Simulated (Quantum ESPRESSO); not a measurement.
**GaP: dielectric tensor and Born charges under several settings**

```
Ga P
1.0
     0.00000    2.72525    2.72525
     2.69800    0.00000    2.72525
     2.69800    2.72525    0.00000
Ga P
1 1
Direct
  0.00000 0.00000 0.00000
  0.25000 0.25000 0.25000
```

The cell was built by a generator and needn't be a form met in nature.

All runs used Quantum ESPRESSO 7.5; k mesh 8 × 8 × 8, shifted; given cell; no spin polarisation; cutoff 1088 eV; occupations smeared at first, fixed for the response.

| level | potentials | pressure (GPa) | ε∞ (diagonal) | Born charge of atom 1 (e) |
| --- | --- | --- | --- | --- |
| PBE | PseudoDojo 0.4.1 SR PBE standard | ? | ? | ? |
| LDA | PseudoDojo 0.4.1 SR LDA standard | -2.1 | 10.83, 10.93, 10.93 | 2.09 |

**Question.** What stands in the row left open?

**Answer.** Pressure 3.5 GPa; ε∞ 10.31, 10.41, 10.41; Born charge of atom 1 2.13 e.

Caveats: the cell is more than 3 GPa from zero pressure, which shifts response properties (some runs).

For the row left open. Caveat: the cell is more than 3 GPa from zero pressure, which shifts response properties.
